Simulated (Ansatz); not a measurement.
# C2H5GeN: the cost of one run

Method: the settings change from run to run; program: Ansatz 0.2.0, Gaussian basis.

## 1. The molecule

The geometry comes from an earlier relaxation with PBE0-D4 in a triple-zeta def2 set; it is a stationary point, not always the lowest conformer.

SMILES `[NH2][GeH]1[CH]=[CH]1`, 9 atoms, charge 0, spin multiplicity 1.

Atoms are counted from 1 here; the program's logs count them from 0.

Bond lengths: N1–Ge2 1.840 Å, N1–H5 1.012 Å, N1–H6 1.012 Å, Ge2–C3 1.901 Å, Ge2–C4 1.901 Å, Ge2–H7 1.535 Å, C3–C4 1.326 Å, C3–H8 1.084 Å, C4–H9 1.084 Å. Angles: Ge2–N1–H5 113.1°, Ge2–N1–H6 113.1°, H5–N1–H6 107.8°, N1–Ge2–C3 118.4°, N1–Ge2–C4 118.4°, N1–Ge2–H7 116.6°, C3–Ge2–C4 40.8°, C3–Ge2–H7 120.6°, C4–Ge2–H7 120.6°, Ge2–C3–C4 69.6°, Ge2–C3–H8 154.0°, C4–C3–H8 136.4°, Ge2–C4–C3 69.6°, Ge2–C4–H9 154.0°, C3–C4–H9 136.4°.

Coordinates:

| atom | x (Å) | y (Å) | z (Å) |
| --- | --- | --- | --- |
| N1 | -0.95226 | 1.25411 | -0.83925 |
| Ge2 | 0.47512 | 0.23855 | -0.27781 |
| C3 | 0.14131 | -1.52981 | 0.33352 |
| C4 | 0.31912 | -0.71121 | 1.36097 |
| H5 | -1.09122 | 1.22452 | -1.84107 |
| H6 | -0.88013 | 2.22537 | -0.56489 |
| H7 | 1.85426 | 0.62702 | -0.82720 |
| H8 | -0.08384 | -2.58138 | 0.19679 |
| H9 | 0.30624 | -0.79346 | 2.44184 |

## 2. r2SCAN0/cc-pVTZ

Set apart from the defaults: a point charge of 2.00 e beside it, the search for lower states set to light.

File in.yaml:

```yaml
crystal:
  periodic: [false, false, false]
  atoms:
    - {symbol: N, position_ang: [-0.952256, 1.254105, -0.839246]}
    - {symbol: Ge, position_ang: [0.475116, 0.238553, -0.277815]}
    - {symbol: C, position_ang: [0.141313, -1.529813, 0.333516]}
    - {symbol: C, position_ang: [0.319120, -0.711207, 1.360974]}
    - {symbol: H, position_ang: [-1.091224, 1.224520, -1.841067]}
    - {symbol: H, position_ang: [-0.880130, 2.225367, -0.564886]}
    - {symbol: H, position_ang: [1.854257, 0.627020, -0.827205]}
    - {symbol: H, position_ang: [-0.083836, -2.581380, 0.196793]}
    - {symbol: H, position_ang: [0.306242, -0.793464, 2.441837]}
basis:
  gaussian: {orbitals: cc-pVTZ, point_charges: [{charge: 2.00, position_ang: [5.603, 0.634, 0.734]}]}
hamiltonian: {xc: {name: r2SCAN0}}
scf: {lower_state_search: light}
output: {forces: true}
```

Started as:

```bash
> ansatz run in.yaml --threads 2 --pin off --events-out ev --progress --plain --max-ram 4352MiB
```

What time and memory should one allow on 2 threads of Arm Neoverse V2, shared host?

About 7.5 s, with a peak of 0.53 GiB.
